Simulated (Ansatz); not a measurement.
# H8MgN2Si2: basis-set convergence

Aim: see how fast density functionals converge with the basis set for H8MgN2Si2.

The runs use Ansatz 0.2.0, Gaussian basis; one geometry, several basis sets.

Levels to be run: PBE0-D4/def2-SVP; ωB97M-V/def2-SVP; PBE0-D4/def2-QZVPP; ωB97M-V/def2-QZVPP; the functionals' def2-TZVPP values are taken from earlier runs.

## (1) Structure used throughout

An earlier PBE0-D4 in a triple-zeta def2 set relaxation fixed the geometry.

SMILES `[NH2][Mg][N]([SiH3])[SiH3]`, 13 atoms, charge 0, spin multiplicity 1.

Atoms are counted from 1 here; the program's logs count them from 0.

Bond lengths: N1–Mg2 1.877 Å, N1–H6 1.009 Å, N1–H7 1.009 Å, Mg2–N3 1.925 Å, N3–Si4 1.707 Å, N3–Si5 1.707 Å, Si4–H8 1.492 Å, Si4–H9 1.492 Å, Si4–H10 1.501 Å, Si5–H11 1.501 Å, Si5–H12 1.492 Å, Si5–H13 1.492 Å. Angles: Mg2–N1–H6 126.4°, Mg2–N1–H7 126.3°, H6–N1–H7 107.3°, N1–Mg2–N3 180.0°, Mg2–N3–Si4 116.6°, Mg2–N3–Si5 116.5°, Si4–N3–Si5 126.9°, N3–Si4–H8 113.9°, N3–Si4–H9 113.9°, N3–Si4–H10 107.0°, H8–Si4–H9 107.2°, H8–Si4–H10 107.3°, H9–Si4–H10 107.3°, N3–Si5–H11 107.0°, N3–Si5–H12 113.9°, N3–Si5–H13 113.9°, H11–Si5–H12 107.3°, H11–Si5–H13 107.3° and more.

## (2) PBE0-D4 in def2-SVP

The input, in.yaml:

```yaml
crystal:
  periodic: [false, false, false]
  atoms:
    - {symbol: N, position_ang: [-0.568782, 2.950694, -1.223287]}
    - {symbol: Mg, position_ang: [-0.239696, 1.244117, -0.515540]}
    - {symbol: N, position_ang: [0.098505, -0.506188, 0.210826]}
    - {symbol: Si, position_ang: [0.612233, -0.573304, 1.837099]}
    - {symbol: Si, position_ang: [-0.146536, -1.827475, -0.841428]}
    - {symbol: H, position_ang: [-0.520380, 3.824994, -0.722735]}
    - {symbol: H, position_ang: [-0.826790, 3.163704, -2.174788]}
    - {symbol: H, position_ang: [1.968213, -1.168015, 2.017887]}
    - {symbol: H, position_ang: [-0.319046, -1.317172, 2.734020]}
    - {symbol: H, position_ang: [0.676133, 0.841238, 2.335917]}
    - {symbol: H, position_ang: [-0.592374, -1.261733, -2.158754]}
    - {symbol: H, position_ang: [-1.204908, -2.774646, -0.385673]}
    - {symbol: H, position_ang: [1.083728, -2.630816, -1.098641]}
basis:
  gaussian: {orbitals: def2-SVP}
hamiltonian: {xc: pbe0, dispersion: d4}
output: {orbitals: {seedname: orbitals}}
```

On the command line:

```sh
$ ansatz run in.yaml --threads 2 --pin off --events-out ev --progress --plain --max-ram 32768MiB --backend cpu
```

After this run come: ωB97M-V in def2-SVP; PBE0-D4 in def2-QZVPP; ωB97M-V in def2-QZVPP.

Q: Predict the results of all the runs planned. Wanted: PBE0-D4: double and triple zeta above quadruple; ωB97M-V: double and triple zeta above quadruple.

As calculated:

| quantity | value |
| --- | --- |
| PBE0-D4: double and triple zeta above quadruple | 12.32, 1.02 eV |
| ωB97M-V: double and triple zeta above quadruple | 12.38, 0.95 eV |

PBE0-D4 gains 11.29 eV from double to triple zeta, then 1.02 eV more. These are total energies; as a rule much of such shifts cancels in differences, which this series doesn't test.
